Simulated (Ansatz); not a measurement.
Predict the output of the script below (Ansatz 0.2.0 through its Python package).

Script `run_ecut.py`:
```python
"""Cutoff test for HgTe."""

import ansatz as az
from pymatgen.core import Lattice, Structure
from pymatgen.io.ase import AseAtomsAdaptor

pmg_structure = Structure(
    Lattice([[-3.045603, 3.045603, 1.55941], [3.045603, -3.045603, 1.55941], [3.045603, 3.045603, -1.55941]]),
    ["Hg", "Te"],
    [
        [0.25, 0.75, 0.5],
        [0.0, 0.0, 0.0],
    ],
)
cell = az.Crystal.from_ase(AseAtomsAdaptor.get_atoms(pmg_structure))

setup = (
    cell.calculation()
    .functional("pbesol")
    .occupations("fermi_dirac", width=0.05)
    .kpoints(8, 8, 8)
    .forces()
    .stress()
)

rows = []
for value in [250, 300, 350, 400, 450]:
    summary = setup.basis(value).run(threads=1, backend="cpu").report
    rows.append((value, summary["free_energy_ev"] / len(summary["lattice"]["sites"]), summary["n_iterations"], sum(summary["stress_gpa"][i][i] for i in range(3)) / 3, max(abs(f) for row in summary["forces_ev_ang"] for f in row), summary["n_pw"]))

print(" cutoff (eV)   F/atom (eV)    iterations       P (GPa)  max component (eV/A)   plane waves")
for row in rows:
    print(f"{str(row[0]):>12s}  {row[1]:12.5f}  {row[2]:12d}  {row[3]:12.3f}  {row[4]:20.4f}  {row[5]:12d}")

# the last row is the reference
for row in rows[:-1]:
    shift = 1000 * (row[1] - rows[-1][1])
    print(f"{row[0]}: {shift:+.2f} meV/atom" + ("  (within 2 meV)" if abs(shift) < 2 else ""))
```

```console
$ python run_ecut.py
DeckWarning: basis.ecutwfc = 250 eV is below the records' recommended 420 eV, and the density's cutoff is lower with it unless basis.ecutrho_ratio is high enough to keep the records' density cutoff: compare with a run at a higher cutoff
DeckWarning: basis.ecutwfc = 300 eV is below the records' recommended 420 eV, and the density's cutoff is lower with it unless basis.ecutrho_ratio is high enough to keep the records' density cutoff: compare with a run at a higher cutoff
DeckWarning: basis.ecutwfc = 350 eV is below the records' recommended 420 eV, and the density's cutoff is lower with it unless basis.ecutrho_ratio is high enough to keep the records' density cutoff: compare with a run at a higher cutoff
DeckWarning: basis.ecutwfc = 400 eV is below the records' recommended 420 eV, and the density's cutoff is lower with it unless basis.ecutrho_ratio is high enough to keep the records' density cutoff: compare with a run at a higher cutoff
 cutoff (eV)   F/atom (eV)    iterations       P (GPa)  max component (eV/A)   plane waves
         250  -10283.68117             7        -3.606                0.0000           501
         300  -10284.68896             7        -3.770                0.0000           701
         350  -10284.77585             7        -3.694                0.0000           837
         400  -10284.77884             7        -3.707                0.0000          1041
         450  -10284.77981             7        -3.708                0.0000          1221
250: +1098.64 meV/atom
300: +90.85 meV/atom
350: +3.95 meV/atom
400: +0.96 meV/atom  (within 2 meV)
```
(Warnings from the package without file and line.)

From 400 eV on it stays within 2 meV an atom of the value at 450 eV; the first row (250 eV) is off by 1098.6 meV and the last but one by 0.96 meV. The energy falls steadily, as expected when plane waves are added. The pressure moves from -3.61 to -3.71 GPa (the program's stress holds a Pulay correction, so it settles early). The last run costs about 2.2 times the first.

Reading the output:
- Forces vanish by symmetry here and test nothing.
- Pressure is positive in compression.
- Spin-orbit coupling, which matters for elements this heavy, is left out.
- This cell is a computed structure, which may not be the phase found in nature.
- Shifts are counted from the last row, which is itself no proven limit.
- It ran for 19 s on 1 thread of Intel(R) Xeon(R) Processor @ 2.30GHz (shared host), peak memory 0.65 GiB.
